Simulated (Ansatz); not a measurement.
# AsCl₃GaH₃: a ladder of functionals and wavefunction methods

Aim: compute AsCl₃GaH₃ with functionals from several rungs and with coupled cluster. The yardstick is the atomisation energy at the CCSD(T) limit.

Program: Ansatz 0.2.0, Gaussian basis. Level of theory: functionals in def2-TZVPP, the program's frozen cores in correlated methods. These are calculated values, not measurements.

Plan: LDA (SPW92), PBE-D4, revPBE-D4, BLYP-D4, r2SCAN-D4, B97M-V, PBE0-D4, B3LYP-D4, r2SCANh-D4, r2SCAN0-D4, HSE06-D4, BHLYP-D4, CAM-B3LYP-D4, LC-ωPBE, ωB97X-V, ωB97M-V, B2PLYP, PBE-QIDH; CCSD(T)/def2-SVP; CCSD(T)/def2-TZVPP; MP2/def2-QZVPP; extrapolation to the limit; RPA on PBE.

### 1 Structure used throughout

All runs share one geometry, relaxed beforehand with PBE0-D4 in a triple-zeta def2 set.

SMILES `[Cl][Ga-]([Cl])([Cl])[AsH3+]`, 8 atoms, charge 0, spin multiplicity 1.

Atoms are counted from 1 here; the program's logs count them from 0.

Bond lengths: Cl1–Ga2 2.150 Å, Ga2–Cl3 2.150 Å, Ga2–Cl4 2.150 Å, Ga2–As5 2.608 Å, As5–H6 1.504 Å, As5–H7 1.504 Å, As5–H8 1.504 Å. Angles: Cl1–Ga2–Cl3 117.0°, Cl1–Ga2–Cl4 117.0°, Cl1–Ga2–As5 100.3°, Cl3–Ga2–Cl4 116.9°, Cl3–Ga2–As5 100.0°, Cl4–Ga2–As5 100.2°, Ga2–As5–H6 118.4°, Ga2–As5–H7 118.1°, Ga2–As5–H8 118.3°, H6–As5–H7 99.4°, H6–As5–H8 99.4°, H7–As5–H8 99.4°.

### 2 LDA

This LDA is Slater exchange with PW92 correlation.

in.yaml reads:

```yaml
crystal:
  periodic: [false, false, false]
  atoms:
    - {symbol: Cl, position_ang: [-0.562334, -1.963931, 1.891773]}
    - {symbol: Ga, position_ang: [0.446564, -1.364392, 0.090323]}
    - {symbol: Cl, position_ang: [2.572355, -1.065585, 0.216914]}
    - {symbol: Cl, position_ang: [-0.319377, -2.142784, -1.761879]}
    - {symbol: As, position_ang: [-0.350047, 1.112392, -0.086344]}
    - {symbol: H, position_ang: [-1.278744, 1.642638, 0.970688]}
    - {symbol: H, position_ang: [0.693866, 2.194300, -0.062632]}
    - {symbol: H, position_ang: [-1.110085, 1.530162, -1.314645]}
basis:
  gaussian: {orbitals: def2-TZVPP}
hamiltonian: {xc: lda}
output: {orbitals: {seedname: orbitals}}
```

Started as:

```
$ ansatz run in.yaml --threads 4 --pin off --events-out ev --progress --plain --max-ram 11315MiB
```

The runs that follow: PBE-D4 (GGA); revPBE-D4 (GGA); BLYP-D4 (GGA); r2SCAN-D4 (meta-GGA); B97M-V (meta-GGA); PBE0-D4 (hybrid); B3LYP-D4 (hybrid); r2SCANh-D4 (hybrid); r2SCAN0-D4 (hybrid); HSE06-D4 (hybrid); BHLYP-D4 (hybrid); CAM-B3LYP-D4 (range-separated); LC-ωPBE (range-separated); ωB97X-V (range-separated); ωB97M-V (range-separated); B2PLYP (double hybrid); PBE-QIDH (double hybrid); CCSD(T) in def2-SVP; CCSD(T) in def2-TZVPP; MP2 in def2-QZVPP; RPA on PBE orbitals.

Q: Predict the results of all the runs planned. Wanted: atomisation energy, CCSD(T)/CBS; farthest beyond LDA; mean size of error, GGA; mean size of error, meta-GGA; mean size of error, hybrid; mean size of error, range-separated; mean size of error, double hybrid; gap, smallest and largest; T1 diagnostic.

The runs gave:

| quantity | value |
| --- | --- |
| atomisation energy, CCSD(T)/CBS | 21.692 eV |
| functionals within 0.217 eV (1.0 %) | PBE-D4, r2SCAN-D4, PBE0-D4, r2SCANh-D4, r2SCAN0-D4, HSE06-D4, ωB97M-V, PBE-QIDH |
| farthest beyond LDA | BHLYP-D4 (-0.655 eV) |
| mean size of error, GGA | 0.412 eV |
| mean size of error, meta-GGA | 0.262 eV |
| mean size of error, hybrid | 0.259 eV |
| mean size of error, range-separated | 0.294 eV |
| mean size of error, double hybrid | 0.345 eV |
| gap, smallest and largest | 5.06 eV (LDA (SPW92)), 12.46 eV (LC-ωPBE) |
| T1 diagnostic | 0.0105 |
| triples share of the correlation energy | 4.0 % |

In words: LDA overbinds by 3.137 eV (14 %). PBE-D4 is off by -0.012 eV. Double hybrids carry the basis error of their MP2 part in triple zeta, and no dispersion term here, so their miss is partly the set-up's. Taken by rung, hybrid functionals do best (0.259 eV on average) and GGA ones worst beyond LDA (0.412 eV). double hybrid functionals lie within the reference's doubt of that worst mean (0.345 eV), so those two tie. The gap between the best rungs is small, so their order is not settled. The reference freezes the cores and leaves out relativity and excitations past (T), and its outer-core shells are covered unevenly, so misses under about 0.217 eV can't be ranked. Hartree-Fock recovers 72 % of the binding; the rest is correlation. CCSD(T) in def2-SVP is off by -1.725 eV, which most functionals beat. Orbital gaps span 5.1 to 12.5 eV; exact exchange widens them. Correlated methods include outer-core shells of As, Ga, which these sets cover unevenly.
